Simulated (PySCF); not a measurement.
# Ways to converge the SCF of C (triplet)

The same problem is solved with other solver options, one edit a run.

Program: PySCF 2.14.0. Level of theory: method and basis as typed in the scripts. These are calculated values, not measurements.

2 further runs of the same task are left out: 2 that didn't finish.

## (1) The atom

C (triplet): 1 atom, charge 0, spin multiplicity 3.

## (2) Base script

Contents of input.py:

```python
from pyscf import gto, scf, mp

mol = gto.M(
    atom='C 0 0 0',
    basis='cc-pvtz-dk',
    charge=0,
    spin=2,
    verbose=4,
)
mf = scf.UHF(mol)
mf = mf.sfx2c1e()
mf.kernel()
mp.MP2(mf, frozen=1).kernel()
mf.dip_moment()
print('orbital energies (hartree):', [e[max(0, n-3):n+3].round(4) for e, n in zip(mf.mo_energy, mol.nelec)])
```

The run is started by

```bash
$ OMP_NUM_THREADS=1 python input.py
```

The log of this run is left out.

In short: E(SCF) = -37.706518 Eh, 8 cycles, E(MP2) − E(SCF) = -0.06693 Eh, ⟨S²⟩ = 2.009.

The triplet is typed in the script; nothing here shows that it is the ground state.

## (3) Damping 0.2

Run 1 changes damping: none → 0.2.

Contents of input.py:

```python
from pyscf import gto, scf, mp

mol = gto.M(
    atom='C 0 0 0',
    basis='cc-pvtz-dk',
    charge=0,
    spin=2,
    verbose=4,
)
mf = scf.UHF(mol)
mf = mf.sfx2c1e()
mf.damp = 0.2
mf.diis_start_cycle = 8
mf.kernel()
mp.MP2(mf, frozen=1).kernel()
mf.dip_moment()
print('orbital energies (hartree):', [e[max(0, n-3):n+3].round(4) for e, n in zip(mf.mo_energy, mol.nelec)])
```

The run is started by

```bash
$ OMP_NUM_THREADS=1 python input.py
```

## (4) Initial guess random

Run 2 changes initial guess: minao → random.

input.py, as its differences from that of step 2:

```diff
@@ -11,2 +11,3 @@
 mf = mf.sfx2c1e()
+mf.init_guess = 'random'
 mf.kernel()
```

## (5) Damping 0.95

Run 3 changes damping: none → 0.95.

input.py, as its differences from that of step 2:

```diff
@@ -11,2 +11,4 @@
 mf = mf.sfx2c1e()
+mf.damp = 0.95
+mf.diis_start_cycle = 8
 mf.kernel()
```

## (6) Smearing width 0.005 hartree

Run 4 changes smearing width: none → 0.005 hartree; step after the SCF: mp2 → none.

input.py, as its differences from that of step 2:

```diff
@@ -1,2 +1,2 @@
-from pyscf import gto, scf, mp
+from pyscf import gto, scf
 
@@ -11,4 +11,4 @@
 mf = mf.sfx2c1e()
+mf = scf.addons.smearing_(mf, sigma=0.005, method='fermi')
 mf.kernel()
-mp.MP2(mf, frozen=1).kernel()
 mf.dip_moment()
```

Q: Predict the outcome of this session. Wanted: for each run, E(SCF); from base; gap, α spin; after the SCF.

As calculated:

```csv
run,E(SCF) (hartree),from base (eV),cycles,"gap, α spin (eV)",after the SCF
base,-37.706518,0,8,12.87,"MP2 correlation -1.821 eV, core frozen"
damping 0.2,-37.706518,0.0000,11,12.87,"MP2 correlation -1.821 eV, core frozen"
initial guess random,-37.706518,0.0000,8,12.87,"MP2 correlation -1.821 eV, core frozen"
damping 0.95,-37.706518,0.0000,14,12.87,"MP2 correlation -1.821 eV, core frozen"
smearing width 0.005 hartree,-37.351914,not comparable,8,n/a,n/a
```

Distance from each run's final energy (log10 hartree) by cycle:

```csv
run,cycle 1,cycle 2,cycle 3,cycle 5,cycle 8,cycle 12
base,-1.3,-2.3,-3.0,-6.2,< -11,done
damping 0.2,-1.3,-2.1,-2.7,-3.6,-5.2,done
initial guess random,-1.3,-2.3,-3.0,-6.2,< -11,done
damping 0.95,-1.3,-1.3,-1.4,-1.5,-2.5,-8.7
smearing width 0.005 hartree,-2.2,-3.0,-5.0,-7.5,-7.4,done
```

In words: No change of the SCF energy comes from damping 0.2 or initial guess random or damping 0.95. PySCF falls back to minao for a guess that it doesn't know or can't read, so that run repeats the base. The base needs 8 cycles and the run with damping 0.95 needs 14.
